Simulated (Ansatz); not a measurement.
What does this script print? It uses Ansatz 0.2.0 through its Python package.

`scan.py`:
```python
# -*- coding: utf-8 -*-
'''Stretching a bond of CH4GeO, the rest held rigid.'''

import logging
import sys
import warnings

import ansatz as az
import numpy as np

logging.basicConfig(stream=sys.stdout, format='%(levelname)s %(message)s')
logger = logging.getLogger('ch4geo')
logger.setLevel(logging.INFO)

warnings.simplefilter('ignore', az.DeckWarning)

ch4geo = (
    az.Crystal.molecule()
    .atom('C', [-0.525, -0.4828, -0.6713])
    .atom('O', [-0.8101, -0.5836, 0.6425])
    .atom('Ge', [0.6391, 0.5056, 0.4272])
    .atom('H', [-1.2709, 0.1991, -1.1799])
    .atom('H', [-0.1921, -1.3808, -1.1602])
    .atom('H', [0.2875, 1.9422, 0.9216])
    .atom('H', [1.9328, -0.2677, 0.9744])
)

symbols = [site.symbol for site in ch4geo.cartesian_sites]
start = np.array([site.position_ang for site in ch4geo.cartesian_sites])
axis = (start[5] - start[2]) / np.linalg.norm(start[5] - start[2])
moving = [5]
lengths, energies = [1.372, 1.435, 1.497, 1.559, 1.622, 1.684, 1.747, 1.84], []
for length in lengths:
    xyz = start.copy()
    xyz[moving] += (length - np.linalg.norm(start[5] - start[2])) * axis
    point = az.Crystal.molecule()
    for symbol, xyz in zip(symbols, xyz):
        point = point.atom(symbol, xyz.tolist())
    calc = (
        point.calculation()
        .basis(gaussian='def2-SVP')
        .functional('r2SCAN')  # exchange and correlation
    )
    r = calc.run(threads=1).report
    energies.append(r['free_energy_ev'])
    logger.info(f'r = {length:6.3f} A  E = {energies[-1]:.5f} eV  <S^2> = {abs(r["mean_field"]["state"]["spin_squared"]):.3f}')

# quartic fit about the minimum
fit = np.polynomial.Polynomial.fit(lengths, np.array(energies) - min(energies), 4).convert()
roots = [r.real for r in fit.deriv().roots() if abs(r.imag) < 1e-9 and fit.deriv(2)(r.real) > 0]
r_e = min(roots, key=lambda r: abs(r - lengths[int(np.argmin(energies))]))
logger.info(f'minimum of the fit at {r_e:.4f} A, force constant {fit.deriv(2)(r_e):.2f} eV/A^2')
```

Output of `python scan.py`:
```text
INFO r =  1.372 A  E = -59654.01332 eV  <S^2> = 0.000
INFO r =  1.435 A  E = -59654.18761 eV  <S^2> = 0.000
INFO r =  1.497 A  E = -59654.25825 eV  <S^2> = 0.000
INFO r =  1.559 A  E = -59654.25243 eV  <S^2> = 0.000
INFO r =  1.622 A  E = -59654.18724 eV  <S^2> = 0.000
INFO r =  1.684 A  E = -59654.07952 eV  <S^2> = 0.000
INFO r =  1.747 A  E = -59653.93767 eV  <S^2> = 0.000
INFO r =  1.840 A  E = -59653.68800 eV  <S^2> = 0.000
INFO minimum of the fit at 1.5220 A, force constant 17.89 eV/A^2
```

Caveats:
- Total energies depend on the basis set; only differences at equal settings carry meaning.
- The rest of the molecule is held rigid at a force-field or estimated start geometry, and the basis set is modest; single-reference methods fail as a bond breaks.
- The orbitals are restricted, so S² is zero by construction.
- Wall time of the script: 27 s on 1 thread of Arm Neoverse V2 (shared host), peak memory 0.2 GiB.

(A comment or docstring line of the script was reworded after the run, the code is as it ran; lines on the test bed's own set-up are left out of the output.)
